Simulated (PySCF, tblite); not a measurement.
# BH₅O₅SSi, a fragment of a glass network (dimer): NMR shifts, core binding energies and electronic excitations

Wanted: the NMR shifts, core binding energies and electronic excitations for `OB(O)S[Si](O)(O)O`. It is drawn as: B3 Si, OH ends, S bridges.

Computed with tblite 0.8.0 and PySCF 2.14.0; each step states its level. No surroundings beyond the atoms listed, unless a continuum is named. Atoms count from 0, parts from 1.

### 1 The system as given

13 atoms, charge 0, multiplicity 1; geometry: distance geometry start.

### 2 Geometry optimisation with GFN2-xTB

The job: settings as JSON, then the geometry in Å.

```
{"job": {"kind": "relax", "xc": "GFN2-xTB", "basis": "xTB"}, "charge": 0, "multiplicity": 1}
O     -1.835225    -0.378704    -1.878764
Si    -1.289224     0.091244    -0.307174
O     -2.444339    -0.252277     0.921042
O     -0.821708     1.754072    -0.301278
S      0.434133    -1.105326     0.135171
B      1.941069    -0.140696     0.410948
O      2.916055    -0.478702     1.463061
O      2.463859     0.661509    -0.713781
H     -2.807049    -0.556347    -1.953220
H     -2.479368    -1.217473     1.054459
H     -1.480335     2.337542     0.153847
H      2.328049    -0.785507     2.233865
H      3.030982     0.071397    -1.249729
```

Method: GFN2-xTB geometry optimisation, gas phase.

On the command line:

```sh
> OMP_NUM_THREADS=1 python cluster_run.py task.json out
```

The driver reads the jobs from task.json and runs them one after another.

The program printed:

```text
step      E/eV     max force
  0    -797.12856    4.193
  1    -797.89888    2.412
  2    -798.22603    1.769
  3    -798.29088    0.811
  4    -798.33488    0.553
  5    -798.36222    0.516
  6    -798.38021    0.548
  7    -798.40908    0.429
  8    -798.42866    0.424
  9    -798.44250    0.394
 10    -798.45225    0.396
 11    -798.46691    0.427
 12    -798.49084    0.530
 13    -798.51886    1.115
 14    -798.56175    0.780
 15    -798.62505    1.589
 16    -798.60706    1.737
 17    -798.71633    0.613
 18    -798.74745    0.897
 19    -798.79877    0.861
 20    -798.83490    0.556
 21    -798.88259    0.416
 22    -798.87251    1.946
 23    -798.90331    0.323
 24    -798.90862    0.241
 25    -798.91612    0.274
 26    -798.92490    0.231
 27    -798.92768    0.209
 28    -798.93086    0.208
 29    -798.93411    0.198
 30    -798.93897    0.228
 31    -798.94218    0.197
 32    -798.94441    0.148
 33    -798.94695    0.135
 34    -798.95143    0.233
 35    -798.95905    0.351
 36    -798.96915    0.392
 37    -798.97912    0.282
 38    -798.98681    0.246
 39    -798.99318    0.281
 40    -799.00400    0.392
 41    -799.00481    0.629
 42    -799.02515    0.354
 43    -799.03309    0.226
 44    -799.04100    0.303
 45    -799.04509    0.220
 46    -799.05203    0.229
 47    -799.07321    0.399
 48    -799.08019    0.301
 49    -799.08313    0.348
 50    -799.09009    0.251
 51    -799.09625    0.191
 52    -799.10142    0.209
 53    -799.10617    0.209
 54    -799.11229    0.260
 55    -799.11726    0.353
 56    -799.12385    0.237
 57    -799.12869    0.201
 58    -799.13247    0.148
 59    -799.13493    0.166
 60    -799.13902    0.254
 61    -799.14367    0.258
 62    -799.14477    0.596
 63    -799.15311    0.320
 64    -799.15646    0.205
 65    -799.15975    0.255
 66    -799.16095    0.121
 67    -799.16247    0.081
 68    -799.16512    0.253
 69    -799.16619    0.106
 70    -799.16684    0.073
 71    -799.16800    0.120
 72    -799.16902    0.111
 73    -799.17170    0.108
 74    -799.17418    0.117
 75    -799.17578    0.154
 76    -799.17765    0.166
 77    -799.18011    0.308
 78    -799.18352    0.158
 79    -799.18702    0.464
 80    -799.19291    0.198
 81    -799.19865    0.357
 82    -799.20367    0.282
 83    -799.20635    0.555
 84    -799.21123    0.132
 85    -799.21431    0.111
 86    -799.21575    0.474
 87    -799.21896    0.128
 88    -799.22037    0.110
 89    -799.22201    0.199
 90    -799.22301    0.075
 91    -799.22369    0.087
 92    -799.22527    0.114
 93    -799.22651    0.161
 94    -799.22858    0.140
 95    -799.23380    0.221
 96    -799.23592    0.398
 97    -799.24242    0.282
 98    -799.24584    0.136
 99    -799.24876    0.119
100    -799.25063    0.207
101    -799.25238    0.209
102    -799.25464    0.187
103    -799.25692    0.180
104    -799.25995    0.235
105    -799.26357    0.237
106    -799.26849    0.197
107    -799.27221    0.129
108    -799.27440    0.081
109    -799.27526    0.136
110    -799.27597    0.087
111    -799.27638    0.125
112    -799.27669    0.127
113    -799.27736    0.066
114    -799.27798    0.117
115    -799.27896    0.136
116    -799.28015    0.123
117    -799.28175    0.099
118    -799.28352    0.136
119    -799.28425    0.096
120    -799.28480    0.060
121    -799.28527    0.058
122    -799.28568    0.079
123    -799.28602    0.081
124    -799.28633    0.067
125    -799.28668    0.040
126    -799.28710    0.057
127    -799.28762    0.072
128    -799.28819    0.071
129    -799.28868    0.050
130    -799.28910    0.047
131    -799.28943    0.052
132    -799.28971    0.045
133    -799.28999    0.051
134    -799.29031    0.054
135    -799.29063    0.075
136    -799.29098    0.080
137    -799.29132    0.061
138    -799.29161    0.059
139    -799.29187    0.053
140    -799.29217    0.059
141    -799.29246    0.065
142    -799.29269    0.050
143    -799.29287    0.032
144    -799.29302    0.023
145    -799.29314    0.024
146    -799.29323    0.015
147    -799.29328    0.015
148    -799.29331    0.020
149    -799.29334    0.022
150    -799.29339    0.019
151    -799.29342    0.012
152    -799.29345    0.014
153    -799.29346    0.011
154    -799.29349    0.020
155    -799.29352    0.015
156    -799.29355    0.016
157    -799.29358    0.011
158    -799.29360    0.009
159    -799.29361    0.011
160    -799.29363    0.011
161    -799.29365    0.010
162    -799.29366    0.009
163    -799.29367    0.008
```

Wall time 3.5 s (1 thread of Arm Neoverse V2, shared host).

Relaxation path:

```tsv
step	energy from step 0 (eV)	largest force (eV/Å)
0	0.0000	4.1932
6	-1.2517	0.5478
12	-1.3623	0.5297
18	-1.6189	0.8971
24	-1.7801	0.2409
30	-1.8104	0.2287
36	-1.8406	0.3920
42	-1.8966	0.3542
48	-1.9516	0.3016
54	-1.9837	0.2605
60	-2.0105	0.2537
66	-2.0324	0.1206
72	-2.0405	0.1113
78	-2.0550	0.1576
84	-2.0827	0.1317
90	-2.0945	0.0748
96	-2.1074	0.3976
102	-2.1261	0.1867
108	-2.1458	0.0808
114	-2.1494	0.1175
120	-2.1562	0.0596
126	-2.1585	0.0570
132	-2.1612	0.0452
138	-2.1630	0.0593
144	-2.1645	0.0236
150	-2.1648	0.0193
156	-2.1650	0.0154
162	-2.1651	0.0093
163	-2.1651	0.0081
```

Close pairs (by a distance rule), those that changed most:

```tsv
bond	before (Å)	after (Å)	change (Å)
B5–O6	1.474	1.353	-0.120
Si1–O3	1.727	1.611	-0.116
B5–O7	1.477	1.361	-0.116
O0–Si1	1.729	1.616	-0.113
Si1–O2	1.721	1.614	-0.107
O6–H11	1.017	0.956	-0.061
O0–H8	0.991	0.954	-0.037
O3–H10	0.991	0.958	-0.033
```

### 3 Geometry optimisation at PBE0-D3(BJ)/def2-SVP

The job: settings as JSON, then the geometry in Å.

```
{"job": {"xc": "PBE0", "basis": "def2-SVP", "d3": "d3bj", "grid": 2, "kind": "geom", "shake": 0.01}, "charge": 0, "multiplicity": 1}
O     -1.319414    -0.425296    -1.709201
Si    -1.379979    -0.014236    -0.147766
O     -2.810503    -0.480329     0.461441
O     -1.152554     1.582159     0.031215
S      0.183703    -1.091807     0.899480
B      1.655904    -0.189884     0.369186
O      2.918513    -0.621477     0.672581
O      1.543297     0.956018    -0.356577
H     -1.627886    -1.260851    -1.971849
H     -2.981538    -0.340794     1.404205
H     -0.349634     1.945250    -0.215685
H      2.992051    -1.422341     1.190721
H      2.338250     1.346215    -0.620346
```

The program printed:

```text
step   0  E = -1090.77661718  max force = 0.057056
step   1  E = -1090.78516120  max force = 0.004513
step   2  E = -1090.78530796  max force = 0.002668
step   3  E = -1090.78537289  max force = 0.004035
step   4  E = -1090.78549636  max force = 0.001621
step   5  E = -1090.78553113  max force = 0.000658
step   6  E = -1090.78556093  max force = 0.000550
step   7  E = -1090.78557751  max force = 0.000282
step   8  E = -1090.78558162  max force = 0.000219
optimisation converged
```

It took 2 min on 1 thread of Arm Neoverse V2, shared host; peak memory 0.74 GiB.

Along the way:

```tsv
step	energy from step 0 (eV)	largest force component (eV/Å)
0	0.0000	2.9339
1	-0.2325	0.2321
2	-0.2365	0.1372
3	-0.2383	0.2075
4	-0.2416	0.0834
5	-0.2426	0.0338
6	-0.2434	0.0283
7	-0.2438	0.0145
8	-0.2439	0.0113
```

Close pairs (by a distance rule), those that changed most:

```tsv
bond	before (Å)	after (Å)	change (Å)
O3–H10	0.915	0.971	+0.056
O7–H12	0.924	0.965	+0.041
O0–H8	0.929	0.962	+0.033
O0–Si1	1.616	1.643	+0.028
Si1–O2	1.623	1.645	+0.022
S4–B5	1.806	1.827	+0.021
Si1–O3	1.622	1.634	+0.011
B5–O6	1.368	1.357	-0.011
```

The end geometry stands in the next job.

```tsv
at the end point	value
point group (found at 0.08 Å tolerance)	C1
rotational constants (GHz, main isotopes)	2.527, 0.938, 0.831
dipole moment (D)	2.97
```

### 4 Shielding tensors: PBE0/pcSseg-1

The job: settings as JSON, then the geometry in Å.

```
{"job": {"kind": "nmr", "xc": "PBE0", "basis": "pcSseg-1"}, "charge": 0, "multiplicity": 1}
O     -1.437050    -0.566715    -1.851034
Si    -1.410880    -0.099380    -0.275720
O     -2.815950    -0.601023     0.417721
O     -1.228731     1.521255    -0.176530
S      0.186888    -1.104968     0.792128
B      1.632929    -0.069632     0.374495
O      2.895075    -0.478699     0.661341
O      1.477609     1.151698    -0.224785
H     -1.657448    -1.487896    -2.016518
H     -2.949642    -0.356230     1.338051
H     -0.297699     1.786819    -0.251622
H      2.936297    -1.358439     1.048235
H      2.327679     1.569147    -0.409350
```

Level: GIAO PBE0/pcSseg-1 NMR shielding, non-relativistic, gas phase.

The program printed:

```text
coarse grid: 12864 points
cycle   1  E = -1090.8201661370  dE =  1.307e+00  |g| = 1.365e+00  |ddm| = 3.369e+00
cycle   2  E = -1090.4650922431  dE =  3.551e-01  |g| = 1.964e+00  |ddm| = 2.027e+00
cycle   3  E = -1091.1389257695  dE = -6.738e-01  |g| = 1.274e-01  |ddm| = 1.344e+00
cycle   4  E = -1091.1426741606  dE = -3.748e-03  |g| = 4.686e-02  |ddm| = 1.747e-01
cycle   5  E = -1091.1430777075  dE = -4.035e-04  |g| = 1.481e-02  |ddm| = 4.614e-02
cycle   6  E = -1091.1431136759  dE = -3.597e-05  |g| = 5.031e-03  |ddm| = 1.129e-02
cycle   7  E = -1091.1431176445  dE = -3.969e-06  |g| = 9.877e-04  |ddm| = 3.440e-03
final grid: 117784 points
cycle   8  E = -1091.2373710022  dE = -3.978e-05  |g| = 1.007e-02  |ddm| = 2.155e-02
cycle   9  E = -1091.2373577801  dE =  1.322e-05  |g| = 1.344e-02  |ddm| = 1.334e-02
cycle  10  E = -1091.2373873682  dE = -2.959e-05  |g| = 9.280e-04  |ddm| = 7.683e-03
cycle  11  E = -1091.2373875489  dE = -1.807e-07  |g| = 1.803e-04  |ddm| = 1.081e-03
cycle  12  E = -1091.2373875565  dE = -7.569e-09  |g| = 5.555e-05  |ddm| = 2.334e-04
cycle  13  E = -1091.2373875573  dE = -7.938e-10  |g| = 1.254e-05  |ddm| = 6.065e-05
converged SCF energy = -1091.2373875573

GIAO shielding tensors (ppm)
atom      isotropic    diamagn.    paramagn.     s11        s22        s33       span
  0 O      260.272     388.817    -128.545    228.700    250.183    301.933     73.233
  1 Si     391.561     880.498    -488.937    366.147    395.278    413.257     47.110
  2 O      262.376     388.321    -125.945    235.527    248.596    303.006     67.479
  3 O      255.471     392.065    -136.593    226.255    242.656    297.503     71.247
  4 S      683.148    1064.387    -381.238    602.184    662.606    784.655    182.471
  5 B       70.823     195.905    -125.083     51.955     72.263     88.250     36.296
  6 O      196.236     386.094    -189.858     83.888    245.039    259.781    175.893
  7 O      218.924     392.197    -173.273    143.338    255.432    258.003    114.665
  8 H       29.315      30.522      -1.207     22.096     23.803     42.046     19.950
  9 H       29.256      31.254      -1.998     21.561     24.331     41.877     20.317
 10 H       26.267      32.492      -6.225     14.548     23.404     40.851     26.304
 11 H       27.226      31.475      -4.248     20.621     25.269     35.789     15.168
 12 H       27.250      30.335      -3.086     20.232     22.661     38.856     18.624
```

Run time: 28 s. Hardware: 1 thread of Arm Neoverse V2, shared host; peak memory 0.93 GiB.

The references, computed at this level on geometries of the same kind, shield at (ppm): ¹H TMS 31.27, ²⁹Si TMS 352.0, ¹⁷O H2O 334.6, ¹¹B BF3·OEt2 100.7, ³³S CS2 496. Their shielding less the atom's gives the shift. The references are single molecules in the gas phase, so shifts against H2O, NH3, PH3, H3PO4 or CFCl3 are not on the usual liquid scales and can be off by tens of ppm.

```tsv
atoms	environment	σ (ppm)	δ (ppm)
H10	hydrogen on an oxygen bonded to Si	26.27	5.00
H11	hydrogen on an oxygen bonded to B	27.23	4.04
H12	hydrogen on an oxygen bonded to B	27.25	4.02
H9	hydrogen on an oxygen bonded to Si	29.26	2.01
H8	hydrogen on an oxygen bonded to Si	29.32	1.95
O6	oxygen bonded to B, H	196.2	138.3
O7	oxygen bonded to B, H	218.9	115.6
O3	oxygen bonded to Si, H	255.5	79.1
O0	oxygen bonded to Si, H	260.3	74.3
O2	oxygen bonded to Si, H	262.4	72.2
Si1	silicon bonded to 3 O, S	391.6	-39.6
S4	sulfur bonded to B, Si	683	-187
B5	boron bonded to 2 O, S	70.8	29.9
```

Charges from the same density, by scheme (e):

```tsv
atoms	Mulliken	IAO	Hirshfeld	ESP fit
O0	-0.54	-0.78	-0.31	-0.69
Si1	1.20	1.51	0.50	1.10
O2	-0.55	-0.79	-0.31	-0.68
O3	-0.55	-0.79	-0.32	-0.69
S4	-0.56	-0.31	-0.18	-0.54
B5	0.53	0.38	0.22	0.59
O6	-0.40	-0.55	-0.26	-0.67
O7	-0.46	-0.55	-0.21	-0.68
```

Mayer bond orders: O0–Si1 1.06, Si1–O2 1.05, Si1–O3 1.10, Si1–S4 0.84, S4–B5 1.05, B5–O6 1.24, B5–O7 1.12.

The fields below are evaluated on a grid from the run's orbitals.

Frontier orbitals at PBE0/pcSseg-1, with the share of their density that lies nearest to each atom:

```tsv
orbital	energy (eV)	lies on
HOMO	-7.72	S4 75 %
LUMO	0.56	H11 21 %; H12 14 %; S4 9 %
```

ELF in a plane through or near 7 of the atoms.

Values, 10 rows by 14 columns:
```
0.00 0.00 0.00 0.00 0.00 0.00 0.00 0.00 0.00 0.00 0.00 0.00 0.00 0.00
0.00 0.00 0.00 0.00 0.00 0.03 0.18 0.16 0.02 0.00 0.00 0.00 0.00 0.00
0.00 0.00 0.13 0.88 0.04 0.29 0.89 0.87 0.33 0.00 0.03 0.01 0.00 0.00
0.00 0.01 0.22 0.97 0.33 0.33 0.27 0.20 0.42 0.17 0.69 0.53 0.01 0.00
0.00 0.10 0.72 0.28 0.79 0.34 0.63 0.68 0.51 0.52 0.80 0.82 0.15 0.00
0.00 0.01 0.42 0.25 0.36 0.60 0.10 0.21 0.30 0.10 0.58 0.56 0.04 0.00
0.00 0.00 0.00 0.36 0.79 0.44 0.31 0.47 0.81 0.55 0.03 0.02 0.00 0.00
0.00 0.00 0.00 0.70 0.65 0.59 0.09 0.91 0.83 0.76 0.11 0.00 0.00 0.00
0.00 0.00 0.00 0.00 0.00 0.01 0.00 0.03 0.15 0.15 0.00 0.00 0.00 0.00
0.00 0.00 0.00 0.00 0.00 0.00 0.00 0.00 0.00 0.00 0.00 0.00 0.00 0.00
```
The map spans 11.1 Å across and 8.8 Å up, centred on the molecule. Atoms in the plane (x, y in Å): Si1 (1.4, 0.0), S4 (-0.2, 1.3), B5 (-1.7, 0.3), O6 (-2.9, 0.8), O7 (-1.6, -1.1), H10 (0.1, -1.8), H11 (-3.0, 1.7).

On the surface of density 0.002 e/bohr³ the electrostatic potential runs, from the 1st to the 99th percentile, from -1.58 V near O3 to 2.67 V near H12.

(Part 1 of 2 ends here.)
